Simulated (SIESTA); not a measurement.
Here is a SIESTA 5.4.2 calculation.

Contents of Ti6O.fdf:

```
SystemName                      Ti6O
SystemLabel                     Ti6O
NumberOfSpecies                 2
NumberOfAtoms                   7
%block ChemicalSpeciesLabel
  1  22 Ti
  2   8 O
%endblock ChemicalSpeciesLabel

LatticeConstant                 1.0 Ang
%block LatticeVectors
     5.1300000000     0.0000000000     0.0000000000
    -2.5650000000     4.4427103214     0.0000000000
     0.0000000000     0.0000000000     4.7400000000
%endblock LatticeVectors
AtomicCoordinatesFormat         Fractional
%block AtomicCoordinatesAndAtomicSpecies
     0.3330000000     0.3330000000     0.7500000000  1  Ti
     0.6670000000     0.0000000000     0.7500000000  1  Ti
     0.0000000000     0.6670000000     0.7500000000  1  Ti
     0.6670000000     0.6670000000     0.2500000000  1  Ti
     0.0000000000     0.3330000000     0.2500000000  1  Ti
     0.3330000000     0.0000000000     0.2500000000  1  Ti
     0.0000000000     0.0000000000     0.0000000000  2  O
%endblock AtomicCoordinatesAndAtomicSpecies

%block kgrid.MonkhorstPack
    6   0   0  0.0
    0   6   0  0.0
    0   0   6  0.0
%endblock kgrid.MonkhorstPack
XC.Functional                   GGA
XC.Authors                      PBEsol
PAO.BasisSize                   DZP
PAO.EnergyShift                 0.003 Ry
Mesh.Cutoff                     800 Ry
OccupationFunction              FD
ElectronicTemperature           0.05 eV
MaxSCFIterations                120
SCF.MustConverge                false
SCF.Mixer.Method                Pulay
SCF.Mixer.Weight                0.25
SCF.Mixer.History               8
SCF.DM.Tolerance                5.0e-05
SCF.H.Tolerance                 1.0e-03 eV
WriteForces                     true
Charge.Mulliken                 end
BandLinesScale                  ReciprocalLatticeVectors
%block BandLines
    1    0.000000   0.000000   0.000000  \Gamma
   10    0.500000   0.000000   0.000000  M
    6    0.333333   0.333333   0.000000  K
   11    0.000000   0.000000   0.000000  \Gamma
    9    0.000000   0.000000   0.500000  A
   10    0.500000   0.000000   0.500000  L
    6    0.333333   0.333333   0.500000  H
   11    0.000000   0.000000   0.500000  A
    1    0.500000   0.000000   0.500000  L
    9    0.500000   0.000000   0.000000  M
    1    0.333333   0.333333   0.000000  K
    9    0.333333   0.333333   0.500000  H
%endblock BandLines
%block PAO.Basis
  Ti 5
  n=3 0 2
    3.151 0.000
  n=4 0 2
    8.703 0.000
  n=3 1 2
    3.568 0.000
  n=4 1 1
    8.703
  n=3 2 2
    6.267 0.000
%endblock PAO.Basis
```

Potentials or basis: PseudoDojo 0.4 standard (PBEsol files), DZP (energy shift 0.003 Ry; two zetas on semicore shells).

Launch:

```bash
$ siesta Ti6O.fdf > Ti6O.out 2>&1
```

Task: Estimate the pressure.

Result: -4.5 GPa.

Task: Predict the largest force.

Result: 0.523 eV/Å.

Levels at the corners of the path, in eV from the Fermi level:
```
point  band 35  band 36  band 37  band 38  band 39  band 40  band 41  band 42  band 43  band 44
    Γ    -1.14    -0.99    -0.99     0.04     0.20     0.20     0.64     0.64     0.76     1.17
    M    -1.05    -1.05    -0.98    -0.63    -0.27     0.51     0.60     0.71     0.81     1.02
    K    -1.31    -1.31    -0.82    -0.36    -0.36     0.74     0.74     0.76     0.78     0.80
    Γ    -1.14    -0.99    -0.99     0.04     0.20     0.20     0.64     0.64     0.76     1.17
    A    -0.85    -0.41    -0.41    -0.29    -0.29    -0.13     0.14     0.14     0.27     0.65
    L    -0.75    -0.63    -0.62    -0.38    -0.27    -0.22     0.23     0.61     0.78     1.30
    H    -0.85    -0.85    -0.55    -0.55    -0.44    -0.19     0.65     0.65     0.98     0.98
    A    -0.85    -0.41    -0.41    -0.29    -0.29    -0.13     0.14     0.14     0.27     0.65
    L    -0.75    -0.63    -0.62    -0.38    -0.27    -0.22     0.23     0.61     0.78     1.30
    M    -1.05    -1.05    -0.98    -0.63    -0.27     0.51     0.60     0.71     0.81     1.02
    K    -1.31    -1.31    -0.82    -0.36    -0.36     0.74     0.74     0.76     0.78     0.80
    H    -0.85    -0.85    -0.55    -0.55    -0.44    -0.19     0.65     0.65     0.98     0.98
```

Caveat: the basis of atomic orbitals isn't converged, which shifts pressures, moduli and gaps; semilocal functionals often make such compounds metallic where correlation or magnetic order opens a gap, which also shifts bond lengths.
